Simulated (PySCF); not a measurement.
# BiF4 (Bi(F)4-): the cost of one run

The runs use PySCF 2.14.0; several levels, as the steps say, no spin–orbit coupling.

4 further runs of the same task are left out: 2 for a known fault of the program, 1 that didn't finish, 1 set aside as unsound or not needed.

**1. Where the work starts**

5 atoms, charge -1, spin multiplicity 1.

Bond lengths: Bi1–F2 2.097 Å, Bi1–F3 2.097 Å, Bi1–F4 2.097 Å, Bi1–F5 2.097 Å. Angles: F2–Bi1–F3 81.5°, F2–Bi1–F4 134.8°, F2–Bi1–F5 81.5°, F3–Bi1–F4 81.5°, F3–Bi1–F5 134.8°, F4–Bi1–F5 81.5°.

Geometry (Å):

```xyz
5
BiF4
Bi    0.00000    0.00000   -0.46293
F     1.93589    0.00000    0.34301
F     0.00000    1.93589    0.34301
F    -1.93589    0.00000    0.34301
F     0.00000   -1.93589    0.34301
```

Formal oxidation states: Bi +3. An earlier session relaxed this geometry at r2SCAN, Bi def2-SVP with ECP60, F def2-SVP (singlet, point group C4v).

At r2SCAN on the finer grid: E = -613.769419 Eh, HOMO -1.89 eV, LUMO 3.50 eV, Mulliken charge on Bi1 +1.15 e, largest force component 0.076 eV/Å. 

Levels to run: wB97X; BLYP; revPBE; CAM-B3LYP; r2SCAN, TZVP; r2SCAN, x2c-SVP. Hardware: 2 threads of Arm Neoverse V2, shared host.

**2. wB97X**

run.py (the lines that set the calculation)

```python
mol = gto.M(atom='''
Bi     0.00000     0.00000    -0.46293
F      1.93589     0.00000     0.34301
F      0.00000     1.93589     0.34301
F     -1.93589     0.00000     0.34301
F      0.00000    -1.93589     0.34301''',
    basis={'Bi': 'def2-SVP', 'F': 'def2-SVP'},
    ecp={'Bi': 'def2-SVP'},
    charge=-1, spin=0)
mf = dft.RKS(mol, xc='WB97X')
mf.grids.atom_grid = (75, 302)
mf = mf.density_fit()  # fitting sets: Bi def2-universal-JKFIT, F def2-universal-JKFIT
mf.conv_tol = 1e-08; mf.max_cycle = 55
mf.kernel(dm0)  # dm0: the density of the relaxed state
```

Command:

```bash
$ OMP_NUM_THREADS=2 python run.py
```

**Question.** How long does this run take on 2 threads of Arm Neoverse V2, shared host?

About 2.8 s.
